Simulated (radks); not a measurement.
# Sm inside a hard spherical wall

One table from this session's results is given with a row withheld; the runs are named, their logs left out.

The numbers are computed with radks (a radial shooting solver on a logarithmic mesh, Libxc functionals) version 1 (scalar-relativistic Kohn-Sham, PBEsol, spin-polarised, spherical densities, point nucleus; open shells are filled with parallel spins first), except any that are marked as measured or tabulated.

## Starting point

| Quantity | Value |
| --- | --- |
| element | samarium (Z = 62) |
| charge | 0 |
| electrons | 62 |
| configuration | [Xe] 4f6 6s2 |

The outer shells:

Sm
```
[Xe] core
4f [↑ ][↑ ][↑ ][↑ ][↑ ][↑ ][  ]
6s [↑↓]
```

The first run:

Settings of this run:

```text
Z 62
configuration [Xe] 4f6 6s2 5d0 6p0 7s0
relativity scalar-relativistic
functional pbe_sol,pbe_sol
spin polarised
nucleus point
c 137.035999084
```

The run is started by

```sh
python run_ks.py task.json out
```

All runs below come from this command, one after another.

Among the steps run: The free atom; Wall at 10 bohr; Wall at 8 bohr; Wall at 5 bohr; Wall at 4 bohr; Wall at 3.5 bohr; Wall at 2.5 bohr.

One of the session's tables, all rows but one given; the rest of the session is left out.

```
R (bohr)  E − E(free) (eV)  ε(6s) (eV)  ε(5d, empty) (eV)  ε(6p, empty) (eV)  ε(7s, empty) (eV)
    free             0.000      -3.690             -1.920             -1.226                  -
      10             0.093      -3.531             -1.739             -0.842              2.770
       8             0.578      -3.000             -1.222              0.130              6.599
       5             9.277       2.835              2.640              9.107             32.652
       4            27.662      12.603              7.687             22.452             65.248
     3.5                 ?           ?                  ?                  ?                  ?
     2.5            249.32      94.939             45.232             118.91             262.91
```

Estimate the missing values for R (bohr) = 3.5.

Worked estimate for «E − E(free) (eV)». A straight line through the neighbours (4, 27.662) and (2.5, 249.32) gives 27.662 + (249.32 − 27.662) × (3.5 − 4) / (2.5 − 4) = 101.548; a parabola fitted to 3 rows on both sides gives 75.671.

The run gave: E − E(free) (eV): 52.349; ε(6s) (eV): 24.032; ε(5d, empty) (eV): 13.139; ε(6p, empty) (eV): 36.957; ε(7s, empty) (eV): 97.707. In «E − E(free) (eV)» the line misses by +49.199 and the parabola by +23.322.

From R = 5 bohr inwards the highest occupied level lies above zero, pushed up by confinement. Shells are not refilled when levels cross, and a hard wall is a model, not a crystal.
